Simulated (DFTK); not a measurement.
Bi, 1 atom in the cell. The cell holds a sheet with vacuum, 1 atom: a = 3.301 Å, b = 3.301 Å, c = 23.800 Å, α = 90.00°, β = 90.00°, γ = 120.00°. The cell was built by a generator and needn't be a form met in nature.

```yaml
Program: DFTK 0.8.2
Task: single point
Functional: PBE
Potentials_or_basis: cp2k.nc.sr.pbe.v0_1.semicore.gth (PBE, GTH)
Cutoff: 1442 eV
k_mesh: 9 × 9 × 1
Occupations: fermi-dirac, width 0.05 eV
Spin: no spin polarisation
Valence_electrons: Bi 15
SCF_tolerance_on_the_density: 1e-06
```

Potentials or basis: cp2k.nc.sr.pbe.v0_1.semicore.gth (PBE, GTH).

Command:

```console
$ julia --threads=1 run.jl  # save.jl only writes the numbers to a file and isn't shown; printed stress counts tension as positive; times include loading and compiling
```

Hardware: 1 thread of Intel(R) Xeon(R) 6975P-C (Granite Rapids), with other jobs on the host.

Task: How long does it take, and how much memory?

Result: It took 3.5 min on 1 thread of Intel(R) Xeon(R) 6975P-C (Granite Rapids), with other jobs on the host, peak memory 2.6 GiB. Counts: scf iterations 12, k points 12, plane waves 27996, bands 12.
